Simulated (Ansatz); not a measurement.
# Ca: the cost of one run

Program: Ansatz 0.2.0. Level of theory: DFT PBEsol, scalar-relativistic, plane waves, PAW. These are calculated values, not measurements.

This is Ca in the hcp structure; at room conditions it is fcc.

1 further run of the same task is left out (it didn't finish).

### Step 1. The system as given

Symmetry: P6_3/mmc, No. 194, hexagonal system. Conventional cell: a = 3.952 Å, b = 3.952 Å, c = 6.453 Å, α = 90.00°, β = 90.00°, γ = 120.00°. Ca (site symmetry -6m2) is surrounded by 12 Ca at 3.95 Å.

Coordinates:

```xyz
2
Lattice="3.9516 0.0000 0.0000 -1.9758 3.4222 0.0000 0.0000 0.0000 6.4529" Properties=species:S:1:pos:R:3 pbc="T T T"
Ca    0.0000    0.0000    0.0000
Ca    0.0000    2.2815    3.2265
```

This is a trial structure built by rule; it need not be a known or stable form of this composition.

(A quick probe on a coarse mesh, which set the mesh and smearing, is not shown.)

### Step 3. The relaxation

Input file input.yaml:

```yaml
crystal:
  lattice:
    - [3.951596, 0.0, 0.0]
    - [-1.975798, 3.422182, 0.0]
    - [0.0, 0.0, 6.452928]
  atoms:
    - { symbol: Ca, position: [0.0, 0.0, 0.0] }
    - { symbol: Ca, position: [0.33333333, 0.66666667, 0.5] }
basis:
  ecutwfc: 420
kpoints:
  mp_grid: { grid: [12, 12, 8] }
hamiltonian:
  xc: pbesol
scf:
  occupations: { method: gaussian, width: 0.1 }
output:
  forces: true
  stress: true
  eigenvalues: true
relax:
  adjacent_minimum: "off"
  f_tol: 0.005
  max_steps: 80
  cell: { stress_tol: 0.05 }
```

On the command line:

```sh
ansatz run input.yaml --threads 1 --pin off --max-ram 2560MiB --backend cpu --events-out ev --progress --plain --runs-dir out
```

**Question.** How long does this run take on 1 thread of AMD EPYC 9R45 (Zen 5), shared host, and how much memory does it need?

About 7.7 s, with a peak of 0.46 GiB.
